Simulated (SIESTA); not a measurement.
**Ga3Sb under changes of volume**

One of the cells (22.630 Å³/atom); the others are scaled copies at fixed shape and fractional positions:

```xyz
4
Lattice="-2.1731 2.1731 4.7920 2.1731 -2.1731 4.7920 2.1731 2.1731 -4.7920" Properties=species:S:1:pos:R:3 pbc="T T T"
Sb    0.0000    0.0000    0.0000
Ga    0.0000    0.0000    4.7920
Ga    2.1731    0.0000    2.3960
Ga    0.0000    2.1731    2.3960
```

The cell comes from a database or a generator and needn't be the stable form of this composition.

- Program: SIESTA 5.4.2
- Functional: PBE
- Potentials or basis: PseudoDojo 0.4 standard (PBE files)
- Basis: DZP (energy shift 0.003 Ry; two zetas on semicore shells)
- Grid cutoff: 800 Ry
- Energy shift: 0.003 Ry
- k mesh: 9 × 9 × 9
- Occupations: fermi-dirac, width 0.05 eV
- Spin: no spin polarisation

```tsv
volume (Å³/atom)	energy over the lowest point (meV/atom)	pressure (GPa)
20.855	11.23	3.6
21.298	?	?
21.742	0.00	1.1
22.630	0.02	-1.0
23.073	3.81	-1.7
23.517	9.61	-2.4
```

**Question.** What does the run at 21.298 Å³/atom give?

**Answer.** Energy over the lowest point 3.48 meV/atom; pressure 2.2 GPa.

Worked out: A Birch-Murnaghan fit of order 3 (a polynomial in V^(-2/3)) to the other rows has its minimum at 22.17 Å³/atom with B0 = V·E''(V) = 47 GPa and B' = 3.4 at fixed shape and positions, which overstates the stiffness. It gives 4.07 meV/atom at 21.298 Å³/atom, against the run's 3.48, and -dE/dV = 2.0 GPa, against 2.2.

Energies are extrapolated to zero smearing.

Caveats: the basis of atomic orbitals isn't converged, which shifts pressures, moduli and gaps.
